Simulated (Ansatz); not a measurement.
# AuBrH2O: one species, many methods

Aim: compute AuBrH2O with functionals from several rungs and with coupled cluster, and see how far each lands from CCSD(T) at the basis-set limit for the atomisation energy.

Program: Ansatz 0.2.0, Gaussian basis. Level of theory: functionals in def2-TZVPP, the program's frozen cores in correlated methods. These are calculated values, not measurements.

Plan: LDA (SPW92), PBE-D4, revPBE-D4, BLYP-D4, r2SCAN-D4, B97M-V, PBE0-D4, B3LYP-D4, r2SCANh-D4, r2SCAN0-D4, HSE06-D4, BHLYP-D4, CAM-B3LYP-D4, LC-ωPBE, ωB97X-V, ωB97M-V, B2PLYP, PBE-QIDH; CCSD(T)/def2-SVP; CCSD(T)/def2-TZVPP; CCSD(T)/def2-QZVPP; extrapolation to the limit; RPA on PBE.

1 further run of the same task is left out (for a known fault of the program).

**1. The relaxed structure**

An earlier PBE0-D4 in a triple-zeta def2 set relaxation fixed the geometry. Au takes the def2 core potential; no spin-orbit term is included.

SMILES `[OH2+][Au-][Br]`, 5 atoms, charge 0, spin multiplicity 1.

Atoms are counted from 1 here; the program's logs count them from 0.

Bond lengths: O1–Au2 2.165 Å, O1–H4 0.963 Å, O1–H5 0.963 Å, Au2–Br3 2.341 Å. Angles: Au2–O1–H4 111.7°, Au2–O1–H5 111.7°, H4–O1–H5 107.0°, O1–Au2–Br3 179.8°.

**2. LDA**

This LDA is Slater exchange with PW92 correlation.

Contents of in.yaml:

```yaml
crystal:
  periodic: [false, false, false]
  atoms:
    - {symbol: O, position_ang: [-0.767499, 0.823561, -0.430330]}
    - {symbol: Au, position_ang: [0.756443, -0.410401, 0.488493]}
    - {symbol: Br, position_ang: [2.407266, -1.738220, 1.485138]}
    - {symbol: H, position_ang: [-1.651967, 0.563212, -0.152223]}
    - {symbol: H, position_ang: [-0.744233, 0.761857, -1.391088]}
basis:
  gaussian: {orbitals: def2-TZVPP}
hamiltonian: {xc: lda}
output: {orbitals: {seedname: orbitals}}
```

On the command line:

```
ansatz run in.yaml --threads 2 --pin off --events-out ev --progress --plain --max-ram 32768MiB --backend cpu
```

After this run come: PBE-D4 (GGA); revPBE-D4 (GGA); BLYP-D4 (GGA); r2SCAN-D4 (meta-GGA); B97M-V (meta-GGA); PBE0-D4 (hybrid); B3LYP-D4 (hybrid); r2SCANh-D4 (hybrid); r2SCAN0-D4 (hybrid); HSE06-D4 (hybrid); BHLYP-D4 (hybrid); CAM-B3LYP-D4 (range-separated); LC-ωPBE (range-separated); ωB97X-V (range-separated); ωB97M-V (range-separated); B2PLYP (double hybrid); PBE-QIDH (double hybrid); CCSD(T) in def2-SVP; CCSD(T) in def2-TZVPP; CCSD(T) in def2-QZVPP; RPA on PBE orbitals.

Before running them: what should the planned runs give, taken together? Wanted: atomisation energy, CCSD(T)/CBS; farthest beyond LDA; mean size of error, GGA; mean size of error, meta-GGA; mean size of error, hybrid; mean size of error, range-separated; mean size of error, double hybrid; gap, smallest and largest; T1 diagnostic.

**Answer**, as computed:

| quantity | value |
| --- | --- |
| atomisation energy, CCSD(T)/CBS | 14.225 eV |
| functionals within 0.142 eV (1.0 %) | PBE-D4 |
| farthest beyond LDA | BHLYP-D4 (-1.258 eV) |
| mean size of error, GGA | 0.466 eV |
| mean size of error, meta-GGA | 0.390 eV |
| mean size of error, hybrid | 0.700 eV |
| mean size of error, range-separated | 0.498 eV |
| mean size of error, double hybrid | 0.627 eV |
| gap, smallest and largest | 2.96 eV (BLYP-D4), 9.91 eV (LC-ωPBE) |
| T1 diagnostic | 0.0145 |
| triples share of the correlation energy | 3.4 % |

**Reading.** The LDA atomisation energy is off by 2.308 eV (16 %): it overbinds. PBE-D4 misses by -0.138 eV. Double hybrids carry the basis error of their MP2 part in triple zeta, and no dispersion term here, so their miss is partly the set-up's. Taken by rung, meta-GGA functionals do best (0.390 eV on average) and hybrid ones worst beyond LDA (0.700 eV). The gap between the best rungs is small, so their order is not settled. The mean of the hybrids holds BHLYP, with half exact exchange. The reference freezes the cores and leaves out spin-orbit coupling and excitations past (T), and its outer-core shells are covered unevenly, so misses under about 0.142 eV can't be ranked. All levels share the lack of spin-orbit coupling, which lowers the free heavy atoms and so the true binding. Hartree-Fock recovers 63 % of the binding; the rest is correlation. CCSD(T) in def2-SVP is off by -1.415 eV, more than most functionals: a good method in a small basis is no reference. The gap grows from 3.0 to 9.9 eV across the functionals, mostly with the share of exact exchange. Correlated methods include outer-core shells of Au, Br, which these sets cover unevenly.
